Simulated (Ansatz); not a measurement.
**CH4BFSe: small, medium and large basis sets**

The task here is to estimate one member of a computed series from the others.

Method: one geometry, several basis sets; program: Ansatz 0.2.0, Gaussian basis.

The runs, in order: PBE0-D4/def2-SVP; ωB97M-V/def2-SVP; PBE0-D4/def2-QZVPP; ωB97M-V/def2-QZVPP; the functionals' def2-TZVPP values are taken from earlier runs.

## The relaxed structure

All runs share one geometry, relaxed beforehand with PBE0-D4 in a triple-zeta def2 set.

SMILES `B[Se]CF`, 8 atoms, charge 0, spin multiplicity 1.

Atoms are counted from 1 here; the program's logs count them from 0.

Bond lengths: B1–Se2 1.893 Å, B1–H5 1.191 Å, B1–H6 1.192 Å, Se2–C3 1.956 Å, C3–F4 1.367 Å, C3–H7 1.091 Å, C3–H8 1.090 Å. Angles: Se2–B1–H5 116.8°, Se2–B1–H6 119.9°, H5–B1–H6 123.3°, B1–Se2–C3 100.4°, Se2–C3–F4 111.0°, Se2–C3–H7 108.0°, Se2–C3–H8 108.1°, F4–C3–H7 108.8°, F4–C3–H8 109.5°, H7–C3–H8 111.6°.

The first run:

Contents of in.yaml:

```yaml
crystal:
  periodic: [false, false, false]
  atoms:
    - {symbol: B, position_ang: [-0.623982, 1.498169, -0.329987]}
    - {symbol: Se, position_ang: [1.052316, 0.621146, -0.389906]}
    - {symbol: C, position_ang: [0.550145, -1.146315, 0.280960]}
    - {symbol: F, position_ang: [0.363226, -2.025630, -0.748372]}
    - {symbol: H, position_ang: [-0.651161, 2.630112, -0.698641]}
    - {symbol: H, position_ang: [-1.583805, 0.919201, 0.075663]}
    - {symbol: H, position_ang: [1.362828, -1.510334, 0.910744]}
    - {symbol: H, position_ang: [-0.377467, -1.043549, 0.843738]}
basis:
  gaussian: {orbitals: def2-SVP}
hamiltonian: {xc: pbe0, dispersion: d4}
output: {orbitals: {seedname: orbitals}}
```

Launch:

```
$ ansatz run in.yaml --threads 2 --pin off --events-out ev --progress --plain --max-ram 4352MiB
```

Steps of the session up to this table: PBE0-D4 in def2-SVP; ωB97M-V in def2-SVP; PBE0-D4 in def2-QZVPP; ωB97M-V in def2-QZVPP.

One of the session's tables, all rows but one given; the rest of the session is left out.

It belongs to the step «Density functionals: the series». 

| functional | basis | HOMO (eV) |
| --- | --- | --- |
| PBE0-D4 | def2-SVP | -7.88 |
| PBE0-D4 | def2-TZVPP | -7.93 |
| PBE0-D4 | def2-QZVPP | ? |
| ωB97M-V | def2-SVP | -9.99 |
| ωB97M-V | def2-TZVPP | -10.07 |
| ωB97M-V | def2-QZVPP | -10.08 |

**Question.** Estimate the row for PBE0-D4, def2-QZVPP.

As computed: HOMO (eV): -7.94. In the column «HOMO (eV)» it lies between ωB97M-V, def2-SVP (-9.99) and PBE0-D4, def2-TZVPP (-7.93).
